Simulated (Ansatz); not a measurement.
# TaCl+ (quartet): wave-function methods side by side, def2-QZVPP

An exercise on one series of results from a longer session: the logs are not shown, and one member is left open.

Computed with Ansatz 0.2.0, Gaussian basis. Level: def2-QZVPP, core rule «outside noble gas», up to 9 orbitals frozen.

To be run: UHF; ROHF; CCSD(T) on UHF.

### What is computed

The geometry is a PBE0/def2-TZVP stationary point (not a proven minimum) of the parent state, kept for this charge and spin. No spin-orbit coupling is included. Elements past krypton take def2 core potentials.

2 atoms, charge 1, spin multiplicity 4.

Atoms are counted from 1 here; the program's logs count them from 0.

Bond lengths: Ta1–Cl2 2.292 Å.

The first run:

Contents of in.yaml:

```yaml
crystal:
  periodic: [false, false, false]
  atoms:
    - {symbol: Ta, position_ang: [0.000000, 0.000000, 0.000000]}
    - {symbol: Cl, position_ang: [0.000000, 0.000000, 2.292200]}
basis:
  gaussian: {orbitals: "def2-QZVPP.json"}
total_charge: 1
magnetization: {spin_polarized: true, initial_magnetization: 3}
hamiltonian: {xc: hf}
output: {orbitals: {seedname: orbitals}}
```

Launch:

```bash
$ ansatz run in.yaml --threads 1 --pin off --events-out ev --progress --plain --max-ram 4096MiB --backend cpu
```

Among the steps run: UHF; ROHF; CCSD(T) on UHF.

One of the session's tables, all rows but one given; the rest of the session is left out.

```
  method  from UCCSD(T) (kJ/mol)
    ROHF                  +809.6
     UHF                  +793.0
    UMP2                       ?
   UCCSD                   +43.2
UCCSD(T)                       0
```

Q: Estimate the row for UMP2 from the others.

As computed: from UCCSD(T) (kJ/mol): +93.4. In the column «from UCCSD(T) (kJ/mol)» it lies between UCCSD (+43.2) and UHF (+793.0).

Limits of these values: Warnings: coupled cluster took another determinant than the lowest.
